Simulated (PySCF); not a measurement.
**C2H3Br2Ga: electronic excitations**

Aim: predict the electronic excitations of C2H3Br2Ga (`Br/C=[CH]/[GaH][Br]`).

Computed with PySCF 2.14.0, with density-fitted response routines of our own, on a single molecule in the gas phase. Atoms count from 0, in the outputs and in this text.

## 1. The starting structure

8 atoms, charge 0, multiplicity 1; geometry from: GFN2-xTB.

Bonds of the start (Å): Br0–C1 1.91, C1–C2 1.32, C2–Ga3 2.02, Ga3–Br4 2.27, C1–H5 1.08, C2–H6 1.09, Ga3–H7 1.57.

## 2. Excited states and response: CAM-B3LYP/def2-SVPD

Job settings and geometry (Å):

```
{"job": {"kind": "uv", "xc": "CAM-B3LYP", "basis": "def2-SVPD", "nstates": 8, "ntriplets": 3}, "charge": 0, "multiplicity": 1}
Br     3.196521     0.017938    -0.179984
C      1.326473    -0.349794    -0.229444
C      0.392621     0.493159     0.182478
Ga    -1.534093    -0.082949     0.049510
Br    -3.222727     1.280238     0.730762
H      1.118366    -1.332495    -0.634969
H      0.665139     1.469349     0.581640
H     -1.933243    -1.486034    -0.524559
```

Method: TDDFT CAM-B3LYP/def2-SVPD, vertical, gas phase, core orbitals frozen in the response.

On the command line:

```bash
$ OMP_NUM_THREADS=1 python probes_run.py task.json out
```

This one command runs all jobs of the session in turn.

What will the session give for the following? lowest singlet (CAM-B3LYP/def2-SVPD); brightest single state of those computed; lowest triplet; surface potential, 1st and 99th percentile. Wanted: lowest singlet; brightest single state of those computed; lowest triplet; surface potential, 1st and 99th percentile.

The runs gave:

```
                                quantity                        value
    lowest singlet (CAM-B3LYP/def2-SVPD)  4.96 eV (250 nm), f = 0.000
brightest single state of those computed  state 2, 5.32 eV, f = 0.284
                          lowest triplet                      3.88 eV
   surface potential, 1st and 99th percentile           -0.43 V and 2.61 V
```

The lowest singlet, at 4.96 eV, is HOMO−1→LUMO 0.91 and is dark; of the 8 states computed, the strongest absorption comes from state 2 at 5.32 eV. The lowest triplet lies 1.09 eV below the lowest singlet (triplets in Tamm-Dancoff, singlets in full TDDFT). By nearest atom (CAM-B3LYP/def2-SVPD), the HOMO sits on Br0 52 %; C2 25 % and the LUMO on Ga3 48 %; C1 14 %.
